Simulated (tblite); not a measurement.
# C2H8O3SSi2: the cost of one run

The runs use tblite 0.8.0 and PySCF 2.14.0, with density-fitted response routines of our own; the level of theory stands in each step. All values are computed, except where a source is named. Atoms count from 0, in the outputs and in this text.

### 1 The starting structure

16 atoms, charge 0, multiplicity 1; geometry from: force field or distance geometry start.

Bonds of the start (Å): O0–C1 1.20, C1–O2 1.37, O2–C3 1.46, C3–Si4 1.88, Si4–O5 1.68, Si4–Si6 2.32, Si6–S7 2.15, C1–H8 1.11, C3–H9 1.11, C3–H10 1.09, Si4–H11 1.49, O5–H12 0.98, Si6–H13 1.49, Si6–H14 1.48, S7–H15 1.35.

### 2 Optimising the geometry with GFN2-xTB

Job settings and geometry (Å):

```
{"job": {"kind": "relax", "xc": "GFN2-xTB", "basis": "xTB"}, "charge": 0, "multiplicity": 1}
O      1.866900     2.101100    -0.267700
C      2.671500     1.330700     0.190500
O      2.410600     0.133100     0.798400
C      0.993200    -0.186200     0.916400
Si     0.067000    -0.722600    -0.625600
O      0.223400     0.403900    -1.859800
Si    -2.150000    -1.025900    -0.019100
S     -2.971800     0.774300     0.821800
H      3.771300     1.478900     0.190800
H      0.944600    -1.020800     1.647800
H      0.483400     0.652300     1.399800
H      0.624300    -2.009600    -1.126400
H      0.534500     1.290400    -1.564900
H     -2.242000    -2.082800     1.027200
H     -3.000400    -1.423000    -1.166900
H     -4.234000     0.315200     0.961600
```

On the command line:

```sh
$ OMP_NUM_THREADS=1 python probes_run.py task.json out
```

This one command runs all jobs of the session in turn.

Q: Estimate the wall time and peak memory of this first job on 1 thread of Arm Neoverse N1, shared host.

About 2.9 s, with a peak of 0.18 GiB.
